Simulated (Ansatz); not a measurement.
What does this script print? It uses Ansatz's Python interface.

`paw_lapw.py`
```python
import ansatz as az
import numpy as np
import pandas as pd

params = {
    "kspacing": 0.23,
    "filling": "Methfessel-Paxton",
    "scf_tol": 1e-09,
}


def count_gap(report):
    # lowest empty less highest filled band, counting bands; zero where they overlap
    return max(report.get("gap_by_band_count_ev") or 0.0, 0.0)

structure = (
    az.Lattice.of((-1.383715, 1.383715, 1.383715), (1.383715, -1.383715, 1.383715), (1.383715, 1.383715, -1.383715))
    .atom("Ni", (0.0, 0.0, 0.0))
    .moments(Ni=1.0)
)

calculation = structure.calculation()
calculation = calculation.functional(az.Functional.LDA).kpoints(spacing=params["kspacing"])
calculation = calculation.occupations(params["filling"])
calculation = calculation.spin("collinear")
calculation = calculation.mixing("msr1", preconditioner="none")
calculation = calculation.scf(tolerance=params["scf_tol"])
calculation = calculation.stress()
calculation = calculation.forces()
calculation = calculation.band_table()
variants = {
    "PAW": calculation.pseudopotentials("paw"),
    "LAPW": calculation.pseudopotentials("all_electron", lapw=True),
}
rows = []
for label, variant in variants.items():
    report = variant.run(threads=1, pin="off").report
    levels = np.array(report["eigenvalues_ev"][0]) - report["fermi_energy_ev"]
    print(label, "levels at the first k-point near E_F:", np.round(levels[np.abs(levels) < 5], 3))
    rows.append((label, report["n_electrons"], np.trace(report["stress_gpa"]) / 3, count_gap(report), report["magnetization_mub"]))
print(pd.DataFrame(rows, columns=["treatment", "electrons in bands", "P GPa", "gap by band count eV", "moment muB"]).round(4).to_string(index=False))
```

```console
$ python paw_lapw.py
DeckWarning: basis.ecutwfc = 420 eV, auto-derived from the records' recommended cutoffs: set by Ni (normal level)
DeckWarning: output.stress: scf.convergence.dr2_threshold = 1e-9 eV is looser than the 1e-10 eV advised for a printed stress (1e-10 eV for each atom of the cell: 1). What an SCF threshold leaves in a [...]
PAW levels at the first k-point near E_F: [-2.329 -2.329 -2.329 -0.843 -0.843]
LAPW levels at the first k-point near E_F: [-2.329 -2.329 -2.329 -0.841 -0.841]
treatment  electrons in bands    P GPa  gap by band count eV  moment muB
      PAW                18.0 -10.6594                   0.0      0.5131
     LAPW                18.0 -10.7226                   0.0      0.5130
```
(Warnings from the package without file and line, shortened.)

PAW gives -10.659 GPa and LAPW -10.723 GPa, 0.06 GPa apart. They took 4.7 and 30.3 s of processor time.

What to keep in mind:
- These settings explore the input space; cutoff and mesh may be short of convergence.
- Other magnetic orders than the one started from may lie lower.
- For a metal this k-point mesh is coarse: on a finer one energies can move by several to tens of meV an atom and pressures by half a GPa or more, differences at one mesh by less.
- A gap by band count of zero or less means overlapping bands, a metal.
- At these settings the cell as given stands under about -11 GPa, so it isn't at this functional's equilibrium volume.
- This isn't the structure that Ni takes at ambient conditions.
- Gaps and levels are Kohn-Sham values on a finite set of k-points.
- Pressure is positive in compression; the treatments may keep other shells as core, so totals and counts of electrons can differ.
- It ran for 36 s on 1 thread of Arm Neoverse V2, with other jobs on the host, peak memory 0.55 GiB.
